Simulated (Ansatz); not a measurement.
**CH4AlFSe: basis-set convergence**

How large a basis does CH4AlFSe need? Two functionals are run in growing sets.

Method: one geometry, several basis sets; program: Ansatz 0.2.0, Gaussian basis.

Levels to be run: PBE0-D4/def2-SVP; ωB97M-V/def2-SVP; PBE0-D4/def2-QZVPP; ωB97M-V/def2-QZVPP; the functionals' def2-TZVPP values are taken from earlier runs.

### Step 1. The geometry

An earlier PBE0-D4 in a triple-zeta def2 set relaxation fixed the geometry.

SMILES `C[Se][AlH][F]`, 8 atoms, charge 0, spin multiplicity 1.

Atoms are counted from 1 here; the program's logs count them from 0.

Bond lengths: C1–Se2 1.967 Å, C1–H5 1.087 Å, C1–H6 1.089 Å, C1–H7 1.087 Å, Se2–Al3 2.290 Å, Al3–F4 1.647 Å, Al3–H8 1.575 Å. Angles: Se2–C1–H5 108.0°, Se2–C1–H6 111.1°, Se2–C1–H7 108.1°, H5–C1–H6 109.7°, H5–C1–H7 110.2°, H6–C1–H7 109.7°, C1–Se2–Al3 96.1°, Se2–Al3–F4 118.6°, Se2–Al3–H8 121.7°, F4–Al3–H8 119.8°.

### Step 2. PBE0-D4 in def2-SVP

in.yaml

```yaml
crystal:
  periodic: [false, false, false]
  atoms:
    - {symbol: C, position_ang: [-1.028187, 0.768187, 0.603451]}
    - {symbol: Se, position_ang: [-0.110067, 0.889039, -1.131720]}
    - {symbol: Al, position_ang: [1.270719, -0.907965, -0.802419]}
    - {symbol: F, position_ang: [2.331070, -1.315224, -1.995624]}
    - {symbol: H, position_ang: [-2.090647, 0.635589, 0.413749]}
    - {symbol: H, position_ang: [-0.652770, -0.070740, 1.187848]}
    - {symbol: H, position_ang: [-0.855204, 1.696488, 1.142609]}
    - {symbol: H, position_ang: [1.227087, -1.752572, 0.526306]}
basis:
  gaussian: {orbitals: def2-SVP}
hamiltonian: {xc: pbe0, dispersion: d4}
output: {orbitals: {seedname: orbitals}}
```

Command:

```console
$ ansatz run in.yaml --threads 2 --pin off --events-out ev --progress --plain --max-ram 32768MiB --backend cpu
```

Further steps of the session: ωB97M-V in def2-SVP; PBE0-D4 in def2-QZVPP; ωB97M-V in def2-QZVPP.

**Question.** What will the summary of the whole plan be? Wanted: PBE0-D4: double and triple zeta above quadruple; ωB97M-V: double and triple zeta above quadruple.

The runs gave:

| quantity | value |
| --- | --- |
| PBE0-D4: double and triple zeta above quadruple | 16.89, 1.81 eV |
| ωB97M-V: double and triple zeta above quadruple | 16.94, 1.75 eV |

**Reading.** For PBE0-D4 the step from double to triple zeta gains 15.08 eV and the next only 1.81 eV. Total energies overstate the basis error of differences, where much of it tends to cancel.
